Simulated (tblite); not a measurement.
# C5H14BNSi2: the cost of one run

Programs: tblite 0.8.0 and PySCF 2.14.0, with density-fitted response routines of our own. Each step states its level of theory. These are calculated values for one molecule in the gas phase, unless marked as measured. Atoms count from 0, in the outputs and in this text.

## Step 1: Starting geometry

23 atoms, charge 0, multiplicity 1; geometry from: force field or distance geometry start.

Bonds of the start (Å): C0–C1 1.51, C1–C2 1.33, C2–B3 1.56, B3–Si4 1.87, Si4–C5 1.85, C5–C6 1.52, C6–Si7 1.85, Si7–N8 1.82, N8–Si4 1.77, C0–H9 1.10, C0–H10 1.11, C0–H11 1.11, C1–H12 1.06, C2–H13 1.10, B3–H14 1.20, Si4–H15 1.49, C5–H16 1.12, C5–H17 1.11, C6–H18 1.11, C6–H19 1.12, Si7–H20 1.46, Si7–H21 1.46, N8–H22 1.08.

## Step 2: Relaxing the molecule with GFN2-xTB

What the job is given:

```
{"job": {"kind": "relax", "xc": "GFN2-xTB", "basis": "xTB"}, "charge": 0, "multiplicity": 1}
C      3.997700     0.450000     0.450200
C      2.553100     0.089100     0.206400
C      2.224500    -1.186700     0.048600
B      0.758900    -1.647600    -0.211800
Si    -0.820600    -0.675200    -0.441700
C     -2.035700    -0.634600     0.950800
C     -3.081700     0.410300     0.597100
Si    -2.488700     1.380800    -0.856900
N     -0.700900     1.053700    -0.813800
H      4.558900    -0.449800     0.749500
H      4.414300     0.853200    -0.497600
H      4.106500     1.198400     1.265500
H      1.840100     0.874300     0.203500
H      3.054700    -1.907600     0.088500
H      0.684800    -2.803300    -0.529000
H     -1.576200    -1.260200    -1.583300
H     -1.528600    -0.274700     1.877600
H     -2.487200    -1.643300     1.068700
H     -4.009200    -0.134300     0.327900
H     -3.281100     1.108100     1.446400
H     -3.007400     0.751400    -2.064100
H     -2.770600     2.811900    -0.753000
H     -0.410300     1.663200     0.026400
```

Started as:

```
$ OMP_NUM_THREADS=1 python probes_run.py task.json out
```

One launch serves the whole session: the jobs run in the order shown.

**Question.** How long does this first job take on 1 thread of Arm Neoverse V2, shared host?

About 2 s.
